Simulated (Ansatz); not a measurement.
**BClH4O2Si: basis-set convergence**

Aim: see how fast density functionals converge with the basis set for BClH4O2Si.

Computed with Ansatz 0.2.0, Gaussian basis. Level: one geometry, several basis sets.

The runs, in order: PBE0-D4/def2-SVP; ωB97M-V/def2-SVP; PBE0-D4/def2-QZVPP; ωB97M-V/def2-QZVPP; the functionals' def2-TZVPP values are taken from earlier runs.

## 1. The relaxed structure

The geometry comes from an earlier relaxation with PBE0-D4 in a triple-zeta def2 set; it is a stationary point, not always the lowest conformer.

SMILES `OB(Cl)O[SiH3]`, 9 atoms, charge 0, spin multiplicity 1.

Atoms are counted from 1 here; the program's logs count them from 0.

Bond lengths: O1–B2 1.356 Å, O1–H6 0.960 Å, B2–Cl3 1.775 Å, B2–O4 1.343 Å, O4–Si5 1.659 Å, Si5–H7 1.480 Å, Si5–H8 1.483 Å, Si5–H9 1.483 Å. Angles: B2–O1–H6 113.7°, O1–B2–Cl3 120.2°, O1–B2–O4 120.7°, Cl3–B2–O4 119.1°, B2–O4–Si5 131.7°, O4–Si5–H7 106.2°, O4–Si5–H8 110.0°, O4–Si5–H9 110.0°, H7–Si5–H8 110.2°, H7–Si5–H9 110.3°, H8–Si5–H9 110.1°.

## 2. PBE0-D4 in def2-SVP

in.yaml

```yaml
crystal:
  periodic: [false, false, false]
  atoms:
    - {symbol: O, position_ang: [-1.488844, 0.491114, 0.723104]}
    - {symbol: B, position_ang: [-0.230047, 0.993200, 0.686034]}
    - {symbol: Cl, position_ang: [0.150735, 2.510624, 1.524862]}
    - {symbol: O, position_ang: [0.744522, 0.354718, 0.017872]}
    - {symbol: Si, position_ang: [0.741010, -1.054418, -0.858048]}
    - {symbol: H, position_ang: [-2.103899, 1.027573, 1.228082]}
    - {symbol: H, position_ang: [2.126179, -1.242952, -1.344074]}
    - {symbol: H, position_ang: [-0.193316, -0.936441, -2.003719]}
    - {symbol: H, position_ang: [0.342160, -2.189717, 0.008788]}
basis:
  gaussian: {orbitals: def2-SVP}
hamiltonian: {xc: pbe0, dispersion: d4}
output: {orbitals: {seedname: orbitals}}
```

Command:

```
ansatz run in.yaml --threads 4 --pin off --events-out ev --progress --plain --max-ram 10444MiB
```

The runs that follow: ωB97M-V in def2-SVP; PBE0-D4 in def2-QZVPP; ωB97M-V in def2-QZVPP.

Q: Predict the results of all the runs planned. Wanted: PBE0-D4: double and triple zeta above quadruple; ωB97M-V: double and triple zeta above quadruple.

As calculated:

```
                                       quantity           value
PBE0-D4: double and triple zeta above quadruple  13.78, 0.92 eV
ωB97M-V: double and triple zeta above quadruple  13.81, 0.86 eV
```

In words: For PBE0-D4 the step from double to triple zeta gains 12.85 eV and the next only 0.92 eV. Total energies overstate the basis error of differences, where much of it tends to cancel. The LUMO of ωB97M-V is positive and keeps falling with the basis (2.52 to 1.21 eV): an unbound level that the basis holds in place.
